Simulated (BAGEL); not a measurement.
**SiH4S3 (SMILES S[SiH](S)S): B3LYP/6-31G(d) (density fitting with qzvpp-jkfit, spherical functions)**

What is the energy change on altering one bond length of SiH4S3 at B3LYP/6-31G* (density fitting with qzvpp-jkfit, spherical functions)? 

The results are computed with BAGEL 1.2.2.

2 further runs of the same task are left out: 2 that didn't finish. Runs told in other sessions of the task aren't counted.

### 1 The molecule

SiH4S3 has 8 atoms, charge 0, and is taken as a singlet. As SMILES, `S[SiH](S)S`. The shape is that of a PBE0-D4/def2-TZVP optimisation. This is one conformer, not always the lowest.

Bond lengths: S1–Si2 2.123 Å, Si2–S3 2.132 Å, Si2–S4 2.134 Å, S1–H5 1.344 Å, Si2–H6 1.483 Å, S3–H7 1.344 Å, S4–H8 1.345 Å. Angles: S1–Si2–S3 103.1°, S1–Si2–S4 106.5°, S3–Si2–S4 117.1°, S1–Si2–H6 115.2°, S3–Si2–H6 107.6°, S4–Si2–H6 107.7°, Si2–S1–H5 94.0°, Si2–S3–H7 93.2°, Si2–S4–H8 93.7°.

### 2 A single-point energy at B3LYP/6-31G(d) (density fitting with qzvpp-jkfit, spherical functions)

dft.json reads:

```json
{ "bagel" : [

{
  "title" : "molecule",
  "basis" : "6-31gs.json",
  "df_basis" : "qzvpp-jkfit",
  "angstrom" : "true",
  "geometry" : [
    { "atom" : "S", "xyz" : [      -0.544300,       1.776500,      -1.229100 ] },
    { "atom" : "Si", "xyz" : [       0.100100,       0.183500,       0.018000 ] },
    { "atom" : "S", "xyz" : [       2.044800,      -0.262400,      -0.732700 ] },
    { "atom" : "S", "xyz" : [      -1.377800,      -1.347700,      -0.143500 ] },
    { "atom" : "H", "xyz" : [      -1.843300,       1.616800,      -0.921300 ] },
    { "atom" : "H", "xyz" : [       0.241700,       0.523900,       1.454100 ] },
    { "atom" : "H", "xyz" : [       2.509800,      -0.628200,       0.473600 ] },
    { "atom" : "H", "xyz" : [      -1.038900,      -1.919600,       1.025200 ] }
  ]
},

{
  "title" : "ks",
  "xc_func" : "b3lyp",
  "charge" : 0
},

{
  "title" : "print",
  "file" : "orbitals.molden",
  "orbitals" : "true"
}

]}
```

The basis set 6-31G* is read from a file made from the Basis Set Exchange's data (not shown).

Run with:

```sh
$ BAGEL_NUM_THREADS=1 BAGEL dft.json > dft.out
```

The program printed:

```text
* using 1 threads per process

  ===============================================================
  ===============================================================

  *** Geometry ***

  { "atom" : "S", "xyz" : [     -1.028578,      3.357098,     -2.322662 ] },
  { "atom" : "Si", "xyz" : [      0.189162,      0.346765,      0.034015 ] },
  { "atom" : "S", "xyz" : [      3.864112,     -0.495864,     -1.384602 ] },
  { "atom" : "S", "xyz" : [     -2.603665,     -2.546784,     -0.271176 ] },
  { "atom" : "H", "xyz" : [     -3.483332,      3.055309,     -1.741005 ] },
  { "atom" : "H", "xyz" : [      0.456747,      0.990028,      2.747851 ] },
  { "atom" : "H", "xyz" : [      4.742835,     -1.187126,      0.894974 ] },
  { "atom" : "H", "xyz" : [     -1.963236,     -3.627518,      1.937347 ] },

  Number of auxiliary basis functions:      584

  Since a DF basis is specified, we compute 2- and 3-index integrals:
    o Being stored without compression. Storage requirement is 0.030 GB

  Number of basis functions:       80
  Number of electrons      :       66

    * METHOD: MOLECULE                             0.32

  *** Kohn-Sham DFT ***

    * Removing 14823 points whose weight is below 1.00e-10
    * Grid points: 104425

  === Nuclear Repulsion ===
   339.3810208706

       - DIIS with orbital gradients will be used.

  === KS iteration (b3lyp / 6-31gs.json) ===
      0      -1459.52255750          0.14606882           0.49
      1      -1471.99773436          0.08817563           0.44
      2      -1464.64282451          0.14401634           0.44
      3      -1484.70630334          0.05080659           0.45
      4      -1485.84759409          0.02873056           0.46
      5      -1486.44697246          0.01092254           0.45
      6      -1486.52691937          0.00331525           0.45
      7      -1486.53533063          0.00070535           0.45
      8      -1486.53585696          0.00022130           0.44
      9      -1486.53591034          0.00003736           0.45
     10      -1486.53591146          0.00001219           0.44
     11      -1486.53591158          0.00000405           0.44
     12      -1486.53591160          0.00000096           0.45
     13      -1486.53591160          0.00000026           0.45
     14      -1486.53591160          0.00000007           0.45
     15      -1486.53591160          0.00000002           0.44
     16      -1486.53591160          0.00000001           0.45
    * SCF iteration converged.

    * Permanent dipole moment:
           (    0.112240,     0.247961,    -1.014981) a.u.

    * METHOD: KS                                   8.25

    * METHOD: PRINT                                0.02

  ===============================================================
```

Run time: 9 s. Hardware: 1 thread of AMD EPYC 9B14 (Zen 4), shared host; peak memory 0.46 GiB.

### 3 The distorted shape at the same level

dft.json reads:

```json
{ "bagel" : [

{
  "title" : "molecule",
  "basis" : "6-31gs.json",
  "df_basis" : "qzvpp-jkfit",
  "angstrom" : "true",
  "geometry" : [
    { "atom" : "S", "xyz" : [      -0.615100,       1.606301,      -1.947147 ] },
    { "atom" : "Si", "xyz" : [       0.029300,       0.013301,      -0.700047 ] },
    { "atom" : "S", "xyz" : [       1.974000,      -0.432599,      -1.450747 ] },
    { "atom" : "S", "xyz" : [      -1.448600,      -1.517899,      -0.861547 ] },
    { "atom" : "H", "xyz" : [      -1.914100,       1.446601,      -1.639347 ] },
    { "atom" : "H", "xyz" : [       0.241700,       0.523900,       1.454100 ] },
    { "atom" : "H", "xyz" : [       2.439000,      -0.798399,      -0.244447 ] },
    { "atom" : "H", "xyz" : [      -1.109700,      -2.089799,       0.307153 ] }
  ]
},

{
  "title" : "ks",
  "xc_func" : "b3lyp",
  "charge" : 0
},

{
  "title" : "print",
  "file" : "orbitals.molden",
  "orbitals" : "true"
}

]}
```

The basis set 6-31G* is read from a file made from the Basis Set Exchange's data (not shown).

Run with:

```sh
$ BAGEL_NUM_THREADS=1 BAGEL dft.json > dft.out
```

The program printed:

```text
* using 1 threads per process

  ===============================================================
  ===============================================================

  *** Geometry ***

  { "atom" : "S", "xyz" : [     -1.162371,      3.035469,     -3.679575 ] },
  { "atom" : "Si", "xyz" : [      0.055369,      0.025135,     -1.322897 ] },
  { "atom" : "S", "xyz" : [      3.730319,     -0.817494,     -2.741515 ] },
  { "atom" : "S", "xyz" : [     -2.737457,     -2.868413,     -1.628088 ] },
  { "atom" : "H", "xyz" : [     -3.617125,      2.733680,     -3.097917 ] },
  { "atom" : "H", "xyz" : [      0.456747,      0.990028,      2.747851 ] },
  { "atom" : "H", "xyz" : [      4.609042,     -1.508755,     -0.461938 ] },
  { "atom" : "H", "xyz" : [     -2.097029,     -3.949148,      0.580435 ] },

  Number of auxiliary basis functions:      584

  Since a DF basis is specified, we compute 2- and 3-index integrals:
    o Being stored without compression. Storage requirement is 0.030 GB

  Number of basis functions:       80
  Number of electrons      :       66

    * METHOD: MOLECULE                             0.31

  *** Kohn-Sham DFT ***

    * Removing 14316 points whose weight is below 1.00e-10
    * Grid points: 104932

  === Nuclear Repulsion ===
   336.2542487591

       - DIIS with orbital gradients will be used.

  === KS iteration (b3lyp / 6-31gs.json) ===
      0      -1459.46895566          0.14495503           0.48
      1      -1471.71321699          0.08809733           0.46
      2      -1463.34384376          0.14542728           0.46
      3      -1484.16033710          0.05388889           0.45
      4      -1485.28104888          0.03597533           0.46
      5      -1486.27425207          0.01498260           0.47
      6      -1486.42541262          0.00595240           0.46
      7      -1486.46431257          0.00154967           0.46
      8      -1486.46710948          0.00042884           0.46
      9      -1486.46725366          0.00009303           0.45
     10      -1486.46726261          0.00003641           0.46
     11      -1486.46726386          0.00001995           0.45
     12      -1486.46726420          0.00000260           0.45
     13      -1486.46726420          0.00000130           0.46
     14      -1486.46726420          0.00000038           0.45
     15      -1486.46726420          0.00000013           0.45
     16      -1486.46726420          0.00000004           0.46
     17      -1486.46726420          0.00000001           0.46
     18      -1486.46726420          0.00000000           0.45
    * SCF iteration converged.

    * Permanent dipole moment:
           (    0.169239,     0.392519,    -0.463271) a.u.

    * METHOD: KS                                   9.29

    * METHOD: PRINT                                0.02

  ===============================================================
```

Run time: 9.9 s. Hardware: 1 thread of AMD EPYC 9B14 (Zen 4), shared host; peak memory 0.46 GiB.

### 4 Outcome

Level: B3LYP/6-31G* (density fitting with qzvpp-jkfit, spherical functions).

| quantity | value |
| --- | --- |
| first shape: total energy | -1486.53591 Eh |
| first shape: dipole moment | 2.67 D |
| first shape: HOMO energy | -7.26 eV |
| first shape: LUMO energy | -0.23 eV |
| first shape: HOMO–LUMO gap | 7.03 eV |
| distorted shape: total energy | -1486.46726 Eh |
| distorted shape: dipole moment | 1.60 D |
| distorted shape: HOMO energy | -7.24 eV |
| distorted shape: LUMO energy | -2.10 eV |
| distorted shape: HOMO–LUMO gap | 5.14 eV |
| energy change with the Si2–H6 bond stretched from 1.483 to 2.224 Å | 1.868 eV |

**Reading.** With the Si2–H6 bond stretched from 1.483 to 2.224 Å the energy rises by 1.87 eV (180 kJ/mol). The first shape isn't relaxed at this level, so the change isn't measured from a minimum.
